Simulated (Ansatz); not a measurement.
# CH5FSSi2: the cost of one run

All numbers are computed with Ansatz 0.2.0 through its Python package. Level of theory: r2SCAN/cc-pVDZ.

### 1 Starting point

Bond lengths: F1–Si2 1.540 Å, Si2–Si3 2.210 Å, Si2–C4 1.843 Å, Si2–S5 2.182 Å, C4–S5 1.741 Å, Si3–H6 1.497 Å, Si3–H7 1.545 Å, Si3–H8 1.455 Å, C4–H9 1.135 Å, C4–H10 1.019 Å. Angles (14 of 19 angles, heavy atoms first): F1–Si2–Si3 119.1°, F1–Si2–C4 118.2°, F1–Si2–S5 110.6°, Si3–Si2–C4 121.9°, Si3–Si2–S5 113.8°, C4–Si2–S5 50.4°, Si2–C4–S5 74.9°, Si2–S5–C4 54.7°, Si2–Si3–H6 111.6°, Si2–Si3–H7 112.0°, Si2–Si3–H8 115.4°, Si2–C4–H9 111.3°, Si2–C4–H10 118.5°, S5–C4–H9 114.4°.

The script reads ch5fssi2.xyz:

```xyz
10

F    -2.24220    0.23960    0.31230
Si   -0.73340    0.19230    0.00900
Si    0.44160   -1.56140    0.66420
C     0.07360    1.71850   -0.63660
S    -0.34400    0.79370   -2.05170
H     0.33290   -1.77720    2.14190
H     1.95730   -1.36050    0.43970
H     0.12100   -2.81380   -0.00440
H    -0.57660    2.63270   -0.46430
H     1.05270    1.88490   -0.40740
```

### 2 Script

Contents of opt_ch5fssi2.py:

```python
import itertools

import ansatz as az
from ase.data import atomic_numbers, covalent_radii
import numpy as np

ch5fssi2 = az.Crystal.molecule_from_extxyz("ch5fssi2.xyz")

base = ch5fssi2.calculation()
base = base.basis(gaussian="cc-pVDZ")
base = base.functional("r2scan")
symbols = [site.symbol for site in ch5fssi2.cartesian_sites]
start = np.array([site.position_ang for site in ch5fssi2.cartesian_sites], dtype=float)
def progress(event):
    if event["event"] == "relax_step":
        row = event["data"]
        print(f"step {row['step']:3d}  E = {row['lagrangian_ev']:.6f} eV  largest force component {row['allowed_force_max_ev_ang']:.4f} eV/A")


rep = base.relax(force_tolerance=0.005).session().plan().execute(on_event=progress).report
end = np.array(rep["positions_ang"])

print(f"E = {rep['free_energy_ev']:.6f} eV = {rep['free_energy_ev'] / 27.211386246:.7f} Ha")
print("converged:", rep["converged"], " doubts:", rep["published_state_doubts"] or "none")

radius = [covalent_radii[atomic_numbers[s]] for s in symbols]
span = lambda where, i, j: np.linalg.norm(where[i] - where[j])
bonded = [(i, j) for i, j in itertools.combinations(range(len(symbols)), 2) if min(span(start, i, j), span(end, i, j)) < 1.2 * (radius[i] + radius[j])]
print("pair        before    after (A)")
for i, j in bonded:
    print(f"{symbols[i]}{i}-{symbols[j]}{j}".ljust(10), f"{span(start, i, j):8.4f} {span(end, i, j):8.4f}")

charges = rep["charge_distribution"]
dipole = np.array(charges["dipole_moment_e_ang"]) * 4.803205
print("dipole (D): {:.3f} {:.3f} {:.3f}, length {:.3f}".format(*dipole, np.linalg.norm(dipole)))
print("atom  Mulliken   Lowdin")
for symbol, m, l in zip(symbols, charges["mulliken_charges_e"], charges["lowdin_charges_e"]):
    print(f"{symbol:4s} {m:9.3f} {l:8.3f}")
```

### 3 Running it

Run with:

```console
$ python opt_ch5fssi2.py
```

Q: Estimate wall time and peak memory on 1 thread of Arm Neoverse V1, shared host.

About 2.3 min, with a peak of 0.25 GiB.
